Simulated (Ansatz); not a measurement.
# C3H8Si2: the cost of one run

Program: Ansatz 0.2.0. Level of theory: RKS PBE0-D4/STO-3G. These are calculated values, not measurements.

### Step 1. The structure to begin with

Bond lengths: C1–C2 1.238 Å, C2–C3 1.277 Å, C3–Si4 1.831 Å, C3–Si5 1.829 Å, C1–H6 1.144 Å, C1–H7 1.102 Å, Si4–H8 1.493 Å, Si4–H9 1.546 Å, Si4–H10 1.423 Å, Si5–H11 1.450 Å, Si5–H12 1.469 Å, Si5–H13 1.430 Å. Angles (14 of 19 angles, heavy atoms first): C1–C2–C3 179.1°, C2–C3–Si4 122.8°, C2–C3–Si5 122.6°, Si4–C3–Si5 114.4°, C2–C1–H6 122.3°, C2–C1–H7 124.4°, C3–Si4–H8 108.6°, C3–Si4–H9 110.4°, C3–Si4–H10 115.8°, C3–Si5–H11 110.4°, C3–Si5–H12 109.3°, C3–Si5–H13 110.7°, H6–C1–H7 113.4°, H8–Si4–H9 104.6°.

As a file:

```xyz
13

C    -1.0492    1.9890   -1.0211
C    -0.5422    0.9845   -0.5056
C    -0.0125   -0.0568    0.0090
Si    0.2811   -0.2333    1.8079
Si    0.6597   -1.4226   -1.0050
H    -1.8602    2.6016   -0.4958
H    -0.7856    2.3771   -2.0178
H    -0.3354   -1.5125    2.2681
H    -0.4758    0.8675    2.5869
H     1.6434   -0.2178    2.2181
H     0.5767   -1.0923   -2.4147
H    -0.1084   -2.6463   -0.7408
H     2.0287   -1.6729   -0.6744
```

### Step 2. Relaxing the start

input.yaml reads:

```yaml
crystal:
  periodic: [false, false, false]
  atoms:
    - { symbol: C, position_ang: [-1.0492, 1.989, -1.0211] }
    - { symbol: C, position_ang: [-0.5422, 0.9845, -0.5056] }
    - { symbol: C, position_ang: [-0.0125, -0.0568, 0.009] }
    - { symbol: Si, position_ang: [0.2811, -0.2333, 1.8079] }
    - { symbol: Si, position_ang: [0.6597, -1.4226, -1.005] }
    - { symbol: H, position_ang: [-1.8602, 2.6016, -0.4958] }
    - { symbol: H, position_ang: [-0.7856, 2.3771, -2.0178] }
    - { symbol: H, position_ang: [-0.3354, -1.5125, 2.2681] }
    - { symbol: H, position_ang: [-0.4758, 0.8675, 2.5869] }
    - { symbol: H, position_ang: [1.6434, -0.2178, 2.2181] }
    - { symbol: H, position_ang: [0.5767, -1.0923, -2.4147] }
    - { symbol: H, position_ang: [-0.1084, -2.6463, -0.7408] }
    - { symbol: H, position_ang: [2.0287, -1.6729, -0.6744] }
basis:
  gaussian: { orbitals: STO-3G }
hamiltonian:
  xc: pbe0
  dispersion: d4
relax:
  f_tol: 0.02
  max_steps: 40
scf:
  lower_state_search: "off"
```

Run with:

```console
$ ansatz run input.yaml --threads 1 --pin off --max-ram 2048MiB --backend cpu --events-out ev --progress --plain --runs-dir out
```

**Question.** How long does this run take on 1 thread of Intel Xeon Platinum 8488C (Sapphire Rapids), shared host, and how much memory does it need?

About 13 s, with a peak of 0.12 GiB.
